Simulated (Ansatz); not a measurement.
# Al3GaO6: the cost of one run

Method: DFT PBE, scalar-relativistic, plane waves, PAW, in Ansatz 0.2.0.

### 1 Starting point

The structure is trigonal, space group R3 (No. 146). Conventional cell: a = 4.871 Å, b = 4.871 Å, c = 13.244 Å, α = 90.00°, β = 90.00°, γ = 120.00°. Al (site symmetry 3) has 6 O at 1.88 to 1.99 Å as nearest neighbours. Around Al (site symmetry 3) lie 6 O at 1.88 to 2.00 Å. Around Al (site symmetry 3) lie 6 O at 1.88 to 1.98 Å. Ga (site symmetry 3) is surrounded by 6 O at 1.93 to 2.12 Å. O (site symmetry 1) is surrounded by 3 Al at 1.88 to 2.00 Å and 1 Ga at 1.93 Å. O (site symmetry 1) is surrounded by 3 Al at 1.88 to 1.98 Å and 1 Ga at 2.12 Å.

As a file:

```xyz
10
Lattice="2.4356 1.4062 4.4147 -2.4356 1.4062 4.4147 0.0000 -2.8124 4.4147" Properties=species:S:1:pos:R:3 pbc="T T T"
Al    0.0000    0.0000    1.9597
Al    0.0000    0.0000    4.6823
Al    0.0000    0.0000   11.2440
Ga    0.0000    0.0000    8.4950
O    -0.7864   -1.5818    7.7237
O    -0.9767    1.4720    7.7237
O     1.7631    0.1099    7.7237
O     0.7430    1.4898    5.5562
O     0.9187   -1.3883    5.5562
O    -1.6617   -0.1014    5.5562
```

It is the end of an earlier relaxation with the same method, from a generated guess; it is a trial structure. At a tolerance of 0.02 Å it has space group R3 (No. 146); it has 9.07 Å³/atom, an uncorrected energy of -2.68 eV/atom over the elements.

### 2 Bands, states and charges

input.yaml reads:

```yaml
crystal:
  lattice:
    - [2.4355856015, 1.4061860027, 4.414724587]
    - [-2.4355856015, 1.4061860027, 4.414724587]
    - [0.0, -2.8123720053, 4.414724587]
  atoms:
    - { symbol: Al, position: [0.1479683487, 0.1479683487, 0.1479683487] }
    - { symbol: Al, position: [0.353538272, 0.353538272, 0.353538272] }
    - { symbol: Al, position: [0.8489753186, 0.8489753186, 0.8489753186] }
    - { symbol: Ga, position: [0.6414143238, 0.6414143238, 0.6414143238] }
    - { symbol: O, position: [0.2342536769, 0.5571398236, 0.9581481255] }
    - { symbol: O, position: [0.5571398236, 0.9581481255, 0.2342536769] }
    - { symbol: O, position: [0.9581481255, 0.2342536769, 0.5571398236] }
    - { symbol: O, position: [0.7486229291, 0.443564619, 0.0663745628] }
    - { symbol: O, position: [0.443564619, 0.0663745628, 0.7486229291] }
    - { symbol: O, position: [0.0663745628, 0.7486229291, 0.443564619] }
basis:
  ecutwfc: 420
kpoints:
  mp_grid: { grid: [6, 6, 6] }
  band_path:
    path:
      - [[0.0, 0.0, 0.0], [-0.5, -0.5, -0.5], [-0.5, -0.23430409, -0.76569591]]
      - [[-0.23430409, 0.23430409, -0.5], [0.0, 0.0, -0.5], [0.0, 0.0, 0.0], [0.0, 0.36715204, -0.36715204]]
      - [[-0.36715204, 0.0, -0.63284796], [-0.5, 0.0, -0.5], [0.0, 0.0, 0.0]]
    npoints: 14
hamiltonian:
  xc: pbe
scf:
  occupations: { method: gaussian, width: 0.02 }
  n_extra_bands: 25
output:
  forces: true
  stress: true
  eigenvalues: true
  populations: true
  dos: { projected: true, de: 0.02, nscf_kmesh: { grid: [9, 9, 9] } }
  bader: true
  write_density: true
  write_potential: true
  elf: true
  volumetric_format: npy
```

On the command line:

```console
> ansatz run input.yaml --threads 4 --pin off --max-ram 8192MiB --backend cpu --events-out ev --progress --plain --runs-dir out
```

Q: Estimate wall time and peak memory on 4 threads of Intel Xeon at 2.70GHz, shared host.

About 64 s, with a peak of 0.72 GiB.
